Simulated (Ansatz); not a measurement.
CH₄BBrO, SMILES CB(O)Br, a short molecular-dynamics run

Computed with the Ansatz DFT code, driven from Python.

The cells in order, each with its output:

In [1]:
```python
import ansatz as az
import numpy as np
```

In [2]:
```python
system = (
    az.Crystal.molecule()
    .atom("C", [-0.0988, 0.9331, -0.0042])
    .atom("B", [-0.1785, -0.6092, -0.1097])
    .atom("O", [0.2629, -1.4152, 0.9975])
    .atom("Br", [-0.7965, -1.4862, -1.7627])
    .atom("H", [0.2654, 1.2846, 0.9483])
    .atom("H", [0.4909, 1.4001, -0.8286])
    .atom("H", [-1.1516, 1.3747, -0.1216])
    .atom("H", [1.2983, -1.539, 0.8252])
)
```

In [3]:
```python
calculation = (
    system.calculation()
    .basis(gaussian="def2-SVP")
    .functional("pbe0")
    .md("nve", timestep=0.25, steps=20, temperature=500, initial_velocities="maxwell_boltzmann", seed=39)
)
frames = []
calculation.session().plan().execute(on_event=lambda e: frames.append(e["data"]) if e["event"] == "md_step" else None)
print("t (fs)   E_pot (eV)      E_kin (eV)   T (K)   d(0-1) (A)")
for f in frames[::2]:
    xyz = np.array(f["positions_ang"])
    print(f"{f['time_fs']:6.2f} {f['lagrangian_ev']:14.5f} {f['e_kin_ev']:10.5f} {f['temperature_k']:8.1f} {np.linalg.norm(xyz[0] - xyz[1]):9.4f}")
kept = np.array([f["conserved_ev"] for f in frames])
print(f"conserved energy moves by at most {1000 * np.ptp(kept):.3f} meV")
symbols = [site.symbol for site in system.cartesian_sites]
with open("last_frame.xyz", "w") as handle:
    handle.write(f"{len(symbols)}\nt = {frames[-1]['time_fs']} fs\n")
    handle.writelines("{:2s} {:10.5f} {:10.5f} {:10.5f}\n".format(s, *xyz) for s, xyz in zip(symbols, frames[-1]["positions_ang"]))
```
```text
t (fs)   E_pot (eV)      E_kin (eV)   T (K)   d(0-1) (A)
  0.00   -73849.99596    0.38778    500.0    1.5480
  0.50   -73849.97783    0.36970    476.7    1.5578
  1.00   -73849.98644    0.37822    487.7    1.5681
  1.50   -73850.01655    0.40811    526.2    1.5784
  2.00   -73850.05374    0.44494    573.7    1.5888
  2.50   -73850.07610    0.46689    602.0    1.5991
  3.00   -73850.06135    0.45194    582.7    1.6091
  3.50   -73850.00087    0.39172    505.1    1.6187
  4.00   -73849.91414    0.30572    394.2    1.6279
  4.50   -73849.84655    0.23881    307.9    1.6365
  5.00   -73849.83796    0.23019    296.8    1.6445
conserved energy moves by at most 1.759 meV
```

It writes `last_frame.xyz`:
```text
8
t = 5.0 fs
C    -0.10508    0.97038   -0.03125
B    -0.17193   -0.66993   -0.12728
O     0.26897   -1.43155    1.00654
Br   -0.79432   -1.47892   -1.75746
H     0.21013    1.34329    0.97853
H     0.40750    1.31254   -0.94149
H    -1.11888    1.30010   -0.08312
H     1.13930   -1.54595    0.82113
```

Notes:
- These settings explore the input space; basis and method may be short of convergence.
- The trajectory is only some femtoseconds long, so its temperature is not equilibrated; where the script doesn't relax first, it starts from a rough generated geometry.
- The temperature counts the internal degrees of freedom alone.
- Wall time of the script: 86 s on 1 thread of Arm Neoverse V2, on a shared host, peak memory 0.27 GiB.

(Lines on the test bed's own set-up are left out of the output.)
